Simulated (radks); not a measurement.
# Valence configurations of Co

NIST gives [Ar] 3d7 4s2 as the ground configuration of Co. Does this level of theory agree? Several fillings of the valence shells are run.

The numbers are computed with radks (a radial shooting solver on a logarithmic mesh, Libxc functionals) version 1 (Dirac Kohn-Sham, PBE, spin-unpolarised, spherical densities, finite nucleus; open shells fill j = l - 1/2 first), except any that are marked as measured or tabulated.

### Step 1. The atom as given

| Item | Value |
| --- | --- |
| element | cobalt (Z = 27) |
| charge | 0 |
| electrons | 27 |
| configuration | [Ar] 3d7 4s2 |
| nuclear rms radius | 3.7875 fm |
| others tried | 3d7 4s1 4p1; 3d7.5 4s1 4p0.5; 3d7.5 4s1.5; 3d6.5 4s2 4p0.5; 3d8 4s1; 3d7 4s1.5 4p0.5; 3d9; 3d8 4p1; 3d6 4s2 4p1 |

In the logs a row gives level, spin channel, occupation and eigenvalue; Etot, Ekin, Encl (electron-nucleus), Eh (Hartree) and Exc are energies, all in hartree; err is the last residual, it the number of iterations.

### Step 2. [Ar] 3d7 4s2

The run's settings:

```text
Z 27
configuration [Ar] 3d7 4s2
relativity Dirac
functional pbe,pbe
spin unpolarised
j_filling energy
nucleus finite rms 3.7875 fm
c 137.035999084
```

The program printed:

```text
1s1/2   1   2.0000        -278.97215147
2s1/2   1   2.0000         -33.02460408
2p1/2   1   2.0000         -28.64727783
2p3/2   1   4.0000         -28.10255367
3s1/2   1   2.0000          -3.76114433
3p1/2   1   2.0000          -2.45605444
3p3/2   1   4.0000          -2.38796274
3d3/2   1   4.0000          -0.30481766
3d5/2   1   3.0000          -0.29776053
4s1/2   1   2.0000          -0.20092425
Etot -1393.1823642223956
Ekin 1414.1150968887519
Encl -3340.619241929805
Eh 592.6780085208451
Exc -59.35622770218775
err 2.5905508002268007e-09
it 15
```

The top filled level is 4s1/2, -5.467 eV.

From the orbitals of this run (lengths in bohr):

```
level  occupation  energy (eV)     <r>  outermost maximum (interpolated)  90 % within  nodes
2p1/2           2      -779.53  0.2228                             0.170        0.365      0
2p3/2           4      -764.71  0.2259                             0.173        0.370      0
3s1/2           2      -102.35  0.7736                             0.669         1.16      2
3p1/2           2      -66.833  0.8096                             0.673         1.25      1
3p3/2           4      -64.980  0.8193                             0.681         1.26      1
3d3/2           4       -8.295   1.068                             0.667         1.89      0
3d5/2           3       -8.102   1.075                             0.669         1.90      0
4s1/2           2       -5.467   2.894                              2.32         4.45      3
```

The radial density on a logarithmic grid:

```
r (bohr)  4πr²ρ (e/bohr)
 0.00185          0.5948
 0.00279           1.259
 0.00419           2.596
 0.00630           5.155
 0.00948           9.667
  0.0143           16.64
  0.0214           25.23
  0.0322           31.85
  0.0485           31.66
  0.0729           26.44
   0.110           28.02
   0.166           36.36
   0.250           29.24
   0.376           15.14
   0.565           17.52
   0.850           15.46
    1.28           6.044
    1.92           2.030
    2.89          0.9209
    4.35          0.2502
    6.54         0.02365
```

### Step 3. [Ar] 3d7 4s1 4p1

Settings, as their differences from step 2:

```diff
@@ -1,3 +1,3 @@
 Z 27
-configuration [Ar] 3d7 4s2
+configuration [Ar] 3d7 4s1 4p1
 relativity Dirac
```

The program printed:

```text
1s1/2   1   2.0000        -279.03934413
2s1/2   1   2.0000         -33.08808888
2p1/2   1   2.0000         -28.71100275
2p3/2   1   4.0000         -28.16625198
3s1/2   1   2.0000          -3.82803029
3p1/2   1   2.0000          -2.52308587
3p3/2   1   4.0000          -2.45505623
3d3/2   1   4.0000          -0.36984978
3d5/2   1   3.0000          -0.36274156
4s1/2   1   1.0000          -0.24228301
4p1/2   1   1.0000          -0.07855103
4p3/2   1   0.0000          -0.07642991
Etot -1393.0239702244146
Ekin 1413.9543707436865
Encl -3338.625065415614
Eh 590.9476347493767
Exc -59.300910301863844
err 2.780569228510517e-09
it 14
```

Energy against step 2 ([Ar] 3d7 4s2): +4.310 eV. Highest occupied level: 4p1/2 at -2.137 eV.

### Step 4. [Ar] 3d7.5 4s1 4p0.5

Settings, as their differences from step 3:

```diff
@@ -1,3 +1,3 @@
 Z 27
-configuration [Ar] 3d7 4s1 4p1
+configuration [Ar] 3d7.5 4s1 4p0.5
 relativity Dirac
```

The program printed:

```text
1s1/2   1   2.0000        -278.91360666
2s1/2   1   2.0000         -32.95181289
2p1/2   1   2.0000         -28.57588538
2p3/2   1   4.0000         -28.03102920
3s1/2   1   2.0000          -3.70138974
3p1/2   1   2.0000          -2.39888370
3p3/2   1   4.0000          -2.33135724
3d3/2   1   4.0000          -0.26022138
3d5/2   1   3.5000          -0.25348217
4s1/2   1   1.0000          -0.20306745
4p1/2   1   0.5000          -0.05602283
4p3/2   1   0.0000          -0.05443286
Etot -1393.1439698989045
Ekin 1414.054361965453
Encl -3341.930000607369
Eh 594.1743443462436
Exc -59.44267560323193
err 1.4063080344713597e-09
it 15
```

Energy against step 2 ([Ar] 3d7 4s2): +1.045 eV. Highest occupied level: 4p1/2 at -1.524 eV.

### Step 5. [Ar] 3d7.5 4s1.5

Settings, as their differences from step 4:

```diff
@@ -1,3 +1,3 @@
 Z 27
-configuration [Ar] 3d7.5 4s1 4p0.5
+configuration [Ar] 3d7.5 4s1.5
 relativity Dirac
```

The program printed:

```text
1s1/2   1   2.0000        -278.87809509
2s1/2   1   2.0000         -32.91855901
2p1/2   1   2.0000         -28.54246262
2p3/2   1   4.0000         -27.99762384
3s1/2   1   2.0000          -3.66596124
3p1/2   1   2.0000          -2.36328255
3p3/2   1   4.0000          -2.29570467
3d3/2   1   4.0000          -0.22542545
3d5/2   1   3.5000          -0.21871429
4s1/2   1   1.5000          -0.17964739
Etot -1393.2159050708565
Ekin 1414.12706762841
Encl -3342.9731591624836
Eh 595.1006985542617
Exc -59.4705120910446
err 4.842371632885441e-09
it 14
```

E − E(step 2, [Ar] 3d7 4s2) = -0.913 eV. Highest occupied level: 4s1/2 at -4.888 eV.

### Step 6. [Ar] 3d6.5 4s2 4p0.5

Settings, as their differences from step 5:

```diff
@@ -1,3 +1,3 @@
 Z 27
-configuration [Ar] 3d7.5 4s1.5
+configuration [Ar] 3d6.5 4s2 4p0.5
 relativity Dirac
```

The program printed:

```text
1s1/2   1   2.0000        -279.11581767
2s1/2   1   2.0000         -33.18102771
2p1/2   1   2.0000         -28.80237960
2p3/2   1   4.0000         -28.25777543
3s1/2   1   2.0000          -3.90318648
3p1/2   1   2.0000          -2.59526725
3p3/2   1   4.0000          -2.52655861
3d3/2   1   4.0000          -0.42915977
3d5/2   1   2.5000          -0.42172137
4s1/2   1   2.0000          -0.24460364
4p1/2   1   0.5000          -0.07410963
4p3/2   1   0.0000          -0.07181047
Etot -1393.0334711515238
Ekin 1413.9903958754253
Encl -3336.874957298329
Eh 589.0457201702849
Exc -59.194629898905134
err 4.100510352570408e-09
it 15
```

Energy against step 2 ([Ar] 3d7 4s2): +4.052 eV. 4p1/2 is the highest filled level (-2.017 eV).

### Step 7. [Ar] 3d8 4s1

Settings, as their differences from step 6:

```diff
@@ -1,3 +1,3 @@
 Z 27
-configuration [Ar] 3d6.5 4s2 4p0.5
+configuration [Ar] 3d8 4s1
 relativity Dirac
```

The program printed:

```text
1s1/2   1   2.0000        -278.80023497
2s1/2   1   2.0000         -32.83095156
2p1/2   1   2.0000         -28.45589275
2p3/2   1   4.0000         -27.91095656
3s1/2   1   2.0000          -3.58522916
3p1/2   1   2.0000          -2.28450092
3p3/2   1   4.0000          -2.21732093
3d3/2   1   4.0000          -0.15901785
3d5/2   1   4.0000          -0.15263841
4s1/2   1   1.0000          -0.16069715
Etot -1393.2232072996278
Ekin 1414.1159863769453
Encl -3344.924497098024
Eh 597.1517152458862
Exc -59.566411824435264
err 2.8205718998877107e-09
it 17
```

E − E(step 2, [Ar] 3d7 4s2) = -1.111 eV. The top filled level is 3d5/2, -4.154 eV.

### Step 8. [Ar] 3d7 4s1.5 4p0.5

Settings, as their differences from step 7:

```diff
@@ -1,3 +1,3 @@
 Z 27
-configuration [Ar] 3d8 4s1
+configuration [Ar] 3d7 4s1.5 4p0.5
 relativity Dirac
```

The program printed:

```text
1s1/2   1   2.0000        -279.00742377
2s1/2   1   2.0000         -33.05799360
2p1/2   1   2.0000         -28.68079416
2p3/2   1   4.0000         -28.13605621
3s1/2   1   2.0000          -3.79624163
3p1/2   1   2.0000          -2.49123573
3p3/2   1   4.0000          -2.42317689
3d3/2   1   4.0000          -0.33903524
3d5/2   1   3.0000          -0.33195246
4s1/2   1   1.5000          -0.22308910
4p1/2   1   0.5000          -0.06457702
4p3/2   1   0.0000          -0.06265269
Etot -1393.1045689867858
Ekin 1414.0366518501073
Encl -3339.580849493755
Eh 591.7660061249895
Exc -59.32637746812737
err 4.73876752790783e-09
it 14
```

E − E(step 2, [Ar] 3d7 4s2) = +2.117 eV. Highest occupied level: 4p1/2 at -1.757 eV.

### Step 9. [Ar] 3d9

Settings, as their differences from step 8:

```diff
@@ -1,3 +1,3 @@
 Z 27
-configuration [Ar] 3d7 4s1.5 4p0.5
+configuration [Ar] 3d9
 relativity Dirac
```

The program printed:

```text
1s1/2   1   2.0000        -278.69662872
2s1/2   1   2.0000         -32.71341107
2p1/2   1   2.0000         -28.33990023
2p3/2   1   4.0000         -27.79481715
3s1/2   1   2.0000          -3.47350131
3p1/2   1   2.0000          -2.17541609
3p3/2   1   4.0000          -2.10874603
3d3/2   1   4.0000          -0.06995110
3d5/2   1   5.0000          -0.06417915
Etot -1393.180452958962
Ekin 1414.0453505171163
Encl -3347.5004913377093
Eh 599.9734994362273
Exc -59.69881157459628
err 2.4919217412925257e-09
it 24
```

Energy against step 2 ([Ar] 3d7 4s2): +0.052 eV. The top filled level is 3d5/2, -1.746 eV.

### Step 10. [Ar] 3d8 4p1

Settings, as their differences from step 9:

```diff
@@ -1,3 +1,3 @@
 Z 27
-configuration [Ar] 3d9
+configuration [Ar] 3d8 4p1
 relativity Dirac
```

The program printed:

```text
1s1/2   1   2.0000        -278.86618571
2s1/2   1   2.0000         -32.89161819
2p1/2   1   2.0000         -28.51697668
2p3/2   1   4.0000         -27.97199850
3s1/2   1   2.0000          -3.65111744
3p1/2   1   2.0000          -2.35090689
3p3/2   1   4.0000          -2.28386568
3d3/2   1   4.0000          -0.22422671
3d5/2   1   4.0000          -0.21778696
4p1/2   1   1.0000          -0.06353937
4p3/2   1   0.0000          -0.06204857
Etot -1393.0869772771644
Ekin 1413.9762533629234
Encl -3342.967875140201
Eh 595.4265340543789
Exc -59.52188955426555
err 1.9081259114801995e-09
it 16
```

Energy against step 2 ([Ar] 3d7 4s2): +2.596 eV. 4p1/2 is the highest filled level (-1.729 eV).

### Step 11. [Ar] 3d6 4s2 4p1

Settings, as their differences from step 10:

```diff
@@ -1,3 +1,3 @@
 Z 27
-configuration [Ar] 3d8 4p1
+configuration [Ar] 3d6 4s2 4p1
 relativity Dirac
```

The program printed:

```text
1s1/2   1   2.0000        -279.26913144
2s1/2   1   2.0000         -33.34999302
2p1/2   1   2.0000         -28.96978715
2p3/2   1   4.0000         -28.42532291
3s1/2   1   2.0000          -4.05158524
3p1/2   1   2.0000          -2.74034464
3p3/2   1   4.0000          -2.67087326
3d3/2   1   4.0000          -0.55938850
3d5/2   1   2.0000          -0.55156258
4s1/2   1   2.0000          -0.28484287
4p1/2   1   1.0000          -0.09756126
4p3/2   1   0.0000          -0.09465811
Etot -1392.8333873158915
Ekin 1413.8169347440994
Encl -3332.8940813696554
Eh 585.2650924448927
Exc -59.021333135228105
err 1.9722580586737507e-09
it 14
```

Energy against step 2 ([Ar] 3d7 4s2): +9.496 eV. Highest occupied level: 4p1/2 at -2.655 eV.

### Step 12. Results

```
        valence  E − E(NIST configuration) (eV)  highest level  its energy (eV)  1s shift (eV)
        3d8 4s1                          -1.111          3d5/2           -4.154          +4.68
    3d7.5 4s1.5                          -0.913          4s1/2           -4.888          +2.56
        3d7 4s2                           0.000          4s1/2           -5.467          +0.00
            3d9                           0.052          3d5/2           -1.746          +7.50
3d7.5 4s1 4p0.5                           1.045          4p1/2           -1.524          +1.59
3d7 4s1.5 4p0.5                           2.117          4p1/2           -1.757          -0.96
        3d8 4p1                           2.596          4p1/2           -1.729          +2.88
3d6.5 4s2 4p0.5                           4.052          4p1/2           -2.017          -3.91
    3d7 4s1 4p1                           4.310          4p1/2           -2.137          -1.83
    3d6 4s2 4p1                           9.496          4p1/2           -2.655          -8.08
```

In words: Theory disagrees with NIST here: 3d8 4s1 comes out 1.111 eV lower. The energies are those of spherical spin-averaged densities, not of single terms. The 1s eigenvalue shifts by up to 8.08 eV as the valence charge is rearranged.
